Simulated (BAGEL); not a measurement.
**CH3BF3Ge+ (SMILES [CH3][Ge+]([F])[B](F)F): HF/3-21G (density fitting with cc-pvqz-jkfit)**

What is the energy change on altering one bond length of CH3BF3Ge+ at HF/3-21G (density fitting with cc-pvqz-jkfit)? 

The results are computed with BAGEL 1.2.2.

2 further runs of the same task are left out: 1 that didn't finish, 1 set aside as unsound or not needed.

**1. The molecule**

CH3BF3Ge+: 9 atoms, total charge +1, spin state singlet. SMILES: `[CH3][Ge+]([F])[B](F)F`. The shape comes from GFN2-xTB, which is rough for such elements, and wasn't checked as a minimum.

Bond lengths: C1–Ge2 2.003 Å, Ge2–F3 1.729 Å, Ge2–B4 2.228 Å, B4–F5 1.274 Å, B4–F6 1.276 Å, C1–H7 1.092 Å, C1–H8 1.097 Å, C1–H9 1.097 Å. Some angles: C1–Ge2–F3 103.8°, C1–Ge2–B4 154.9°, F3–Ge2–B4 101.3°, Ge2–B4–F5 115.3°, Ge2–B4–F6 119.5°, F5–B4–F6 125.2°, Ge2–C1–H7 111.8°, Ge2–C1–H8 107.1°, Ge2–C1–H9 107.2°, H7–C1–H8 110.9°.

**2. A single-point energy at HF/3-21G (density fitting with cc-pvqz-jkfit)**

File input.json:

```json
{ "bagel" : [

{
  "title" : "molecule",
  "basis" : "3-21g",
  "df_basis" : "cc-pvqz-jkfit",
  "angstrom" : true,
  "geometry" : [
    { "atom" : "C", "xyz" : [      -1.827570,      -0.232630,      -0.019740 ] },
    { "atom" : "Ge", "xyz" : [       0.127990,       0.202360,      -0.000590 ] },
    { "atom" : "F", "xyz" : [       0.165210,       1.931220,      -0.020140 ] },
    { "atom" : "B", "xyz" : [       2.303130,      -0.280720,       0.029180 ] },
    { "atom" : "F", "xyz" : [       3.084040,       0.724700,       0.087070 ] },
    { "atom" : "F", "xyz" : [       2.676590,      -1.500590,      -0.012720 ] },
    { "atom" : "H", "xyz" : [      -2.003290,      -1.308940,      -0.075000 ] },
    { "atom" : "H", "xyz" : [      -2.263930,       0.280640,      -0.885140 ] },
    { "atom" : "H", "xyz" : [      -2.262170,       0.183950,       0.897070 ] }
  ]
},

{
  "title" : "hf",
  "charge" : 1
},

{
  "title" : "print",
  "file" : "orbitals.molden",
  "orbitals" : true
}

]}
```

Started as:

```
$ BAGEL_NUM_THREADS=1 BAGEL input.json > input.out
```

Standard output:

```text
* using 1 threads per process

  ===============================================================
  ===============================================================

  *** Geometry ***

  { "atom" : "C", "xyz" : [     -3.453607,     -0.439607,     -0.037303 ] },
  { "atom" : "Ge", "xyz" : [      0.241866,      0.382405,     -0.001115 ] },
  { "atom" : "F", "xyz" : [      0.312202,      3.649477,     -0.038059 ] },
  { "atom" : "B", "xyz" : [      4.352285,     -0.530484,      0.055142 ] },
  { "atom" : "F", "xyz" : [      5.827991,      1.369485,      0.164538 ] },
  { "atom" : "F", "xyz" : [      5.058022,     -2.835704,     -0.024037 ] },
  { "atom" : "H", "xyz" : [     -3.785669,     -2.473538,     -0.141729 ] },
  { "atom" : "H", "xyz" : [     -4.278208,      0.530333,     -1.672672 ] },
  { "atom" : "H", "xyz" : [     -4.274882,      0.347615,      1.695217 ] },

  Number of auxiliary basis functions:      901

  Since a DF basis is specified, we compute 2- and 3-index integrals:
    o Being stored without compression. Storage requirement is 0.038 GB

  Number of basis functions:       73
  Number of electrons      :       73

    * METHOD: MOLECULE                             1.20

  *** RHF ***

  === Nuclear Repulsion ===
   431.1160584516

      * DIIS with orbital gradients will be used.

  === RHF iteration (3-21g) ===
      0      -2425.59253539          0.02475049           0.25
      1      -2425.78580384          0.01653314           0.27
      2      -2425.87984125          0.00147655           0.24
      3      -2425.88136741          0.00066703           0.23
      4      -2425.88159252          0.00014043           0.23
      5      -2425.88161474          0.00004324           0.23
      6      -2425.88161673          0.00001788           0.23
      7      -2425.88161699          0.00000460           0.24
      8      -2425.88161701          0.00000202           0.23
      9      -2425.88161702          0.00000065           0.23
     10      -2425.88161702          0.00000021           0.23
     11      -2425.88161702          0.00000010           0.23
     12      -2425.88161702          0.00000003           0.23
     13      -2425.88161702          0.00000001           0.23
    * SCF iteration converged.

    * Permanent dipole moment:
           (    1.447127,     1.221621,    -0.001583) a.u.

    * METHOD: HF                                   3.76

    * METHOD: PRINT                                0.01

  ===============================================================
```

Wall time 5.4 s (1 thread of Intel Xeon Platinum 8259CL at 2.50GHz (Skylake/Cascade Lake), shared host); peak memory 0.2 GiB.

**3. The distorted shape at the same level**

File hf.json:

```json
{ "bagel": [

{
  "title": "molecule",
  "basis": "3-21g",
  "df_basis": "cc-pvqz-jkfit",
  "angstrom": "true",
  "geometry": [
    { "atom": "C", "xyz": [      -1.478473,      -0.643256,       0.672597 ] },
    { "atom": "Ge", "xyz": [       0.477087,      -0.208266,       0.691747 ] },
    { "atom": "F", "xyz": [       0.514307,       1.520594,       0.672197 ] },
    { "atom": "B", "xyz": [       2.652227,      -0.691346,       0.721517 ] },
    { "atom": "F", "xyz": [       3.433137,       0.314074,       0.779407 ] },
    { "atom": "F", "xyz": [       3.025687,      -1.911216,       0.679617 ] },
    { "atom": "H", "xyz": [      -1.654193,      -1.719566,       0.617337 ] },
    { "atom": "H", "xyz": [      -2.263930,       0.280640,      -0.885140 ] },
    { "atom": "H", "xyz": [      -1.913073,      -0.226676,       1.589407 ] }
  ]
},

{
  "title": "hf",
  "charge": 1
},

{
  "title": "print",
  "file": "orbitals.molden",
  "orbitals": "true"
}

]}
```

Started as:

```
$ BAGEL_NUM_THREADS=1 BAGEL hf.json > hf.out
```

Standard output:

```text
* using 1 threads per process

  ===============================================================
  ===============================================================

  *** Geometry ***

  { "atom" : "C", "xyz" : [     -2.793909,     -1.215578,      1.271024 ] },
  { "atom" : "Ge", "xyz" : [      0.901564,     -0.393566,      1.307212 ] },
  { "atom" : "F", "xyz" : [      0.971899,      2.873506,      1.270268 ] },
  { "atom" : "B", "xyz" : [      5.011983,     -1.306455,      1.363470 ] },
  { "atom" : "F", "xyz" : [      6.487689,      0.593514,      1.472866 ] },
  { "atom" : "F", "xyz" : [      5.717720,     -3.611675,      1.284290 ] },
  { "atom" : "H", "xyz" : [     -3.125972,     -3.249509,      1.166598 ] },
  { "atom" : "H", "xyz" : [     -4.278208,      0.530333,     -1.672672 ] },
  { "atom" : "H", "xyz" : [     -3.615184,     -0.428356,      3.003544 ] },

  Number of auxiliary basis functions:      901

  Since a DF basis is specified, we compute 2- and 3-index integrals:
    o Being stored without compression. Storage requirement is 0.038 GB

  Number of basis functions:       73
  Number of electrons      :       73

    * METHOD: MOLECULE                             1.22

  *** RHF ***

  === Nuclear Repulsion ===
   427.9211263626

      * DIIS with orbital gradients will be used.

  === RHF iteration (3-21g) ===
      0      -2425.45075229          0.02449623           0.25
      1      -2425.63933279          0.01638427           0.26
      2      -2425.73208071          0.00144505           0.24
      3      -2425.73365724          0.00065084           0.23
      4      -2425.73386478          0.00014142           0.23
      5      -2425.73388512          0.00003831           0.23
      6      -2425.73388709          0.00001765           0.23
      7      -2425.73388738          0.00000590           0.24
      8      -2425.73388742          0.00000179           0.23
      9      -2425.73388742          0.00000078           0.23
     10      -2425.73388742          0.00000026           0.23
     11      -2425.73388742          0.00000014           0.24
     12      -2425.73388742          0.00000005           0.24
     13      -2425.73388742          0.00000002           0.24
     14      -2425.73388742          0.00000001           0.23
    * SCF iteration converged.

    * Permanent dipole moment:
           (    1.680846,     1.171801,     0.155502) a.u.

    * METHOD: HF                                   4.03

    * METHOD: PRINT                                0.01

  ===============================================================
```

It took 5.7 s on 1 thread of Intel Xeon Platinum 8259CL at 2.50GHz (Skylake/Cascade Lake), shared host; peak memory 0.2 GiB.

**4. What came out**

Level: HF/3-21G (density fitting with cc-pvqz-jkfit).

| quantity | value |
| --- | --- |
| first shape: total energy | -2425.88162 Eh |
| first shape: HOMO energy | -17.77 eV |
| first shape: LUMO energy | -5.91 eV |
| first shape: HOMO–LUMO gap | 11.86 eV |
| distorted shape: total energy | -2425.73389 Eh |
| distorted shape: HOMO energy | -16.10 eV |
| distorted shape: LUMO energy | -5.90 eV |
| distorted shape: HOMO–LUMO gap | 10.20 eV |
| energy change with the C1–H8 bond stretched from 1.097 to 1.974 Å | 4.020 eV |

**Reading.** With the C1–H8 bond stretched from 1.097 to 1.974 Å the energy rises by 4.02 eV (388 kJ/mol). The first shape isn't relaxed at this level, so the change isn't measured from a minimum.
